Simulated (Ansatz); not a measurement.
# BClH3NO: the cost of one run

All numbers below are computed with Ansatz 0.2.0 (RKS BHLYP/6-31G*).

### 1 The system as given

Bond lengths: B1–Cl2 1.860 Å, B1–O3 1.410 Å, O3–H4 1.010 Å, B1–N5 1.550 Å, N5–H6 1.060 Å, N5–H7 1.060 Å. Angles: Cl2–B1–O3 120.0°, Cl2–B1–N5 120.0°, O3–B1–N5 120.0°, B1–O3–H4 109.5°, B1–N5–H6 120.0°, B1–N5–H7 120.0°, H6–N5–H7 120.0°.

Coordinates:

```xyz
7

B     0.0000    0.0000    0.0000
Cl    0.0000    0.0000    1.8600
O     1.2211    0.0000   -0.7050
H     1.5209   -0.9519   -0.8599
N    -1.3423    0.0000   -0.7750
H    -2.0112   -0.8164   -0.6764
H    -1.5914    0.8164   -1.4036
```

### 2 Relaxing the start

File input.yaml:

```yaml
crystal:
  periodic: [false, false, false]
  atoms:
    - { symbol: B, position_ang: [0.0, 0.0, 0.0] }
    - { symbol: Cl, position_ang: [0.0, 0.0, 1.86] }
    - { symbol: O, position_ang: [1.2211, 0.0, -0.705] }
    - { symbol: H, position_ang: [1.5209, -0.9519, -0.8599] }
    - { symbol: "N", position_ang: [-1.3423, 0.0, -0.775] }
    - { symbol: H, position_ang: [-2.0112, -0.8164, -0.6764] }
    - { symbol: H, position_ang: [-1.5914, 0.8164, -1.4036] }
basis:
  gaussian: { orbitals: "6-31G*" }
hamiltonian:
  xc: { name: BHLYP }
relax:
  f_tol: 0.02
  max_steps: 40
output:
  orbitals: {}
```

Command:

```console
> ansatz run input.yaml --threads 1 --pin off --max-ram 2048MiB --backend cpu --events-out ev --progress --plain --runs-dir out
```

What time and memory should one allow on 1 thread of Arm Neoverse V1, shared host?

About 58 s, with a peak of 0.16 GiB.
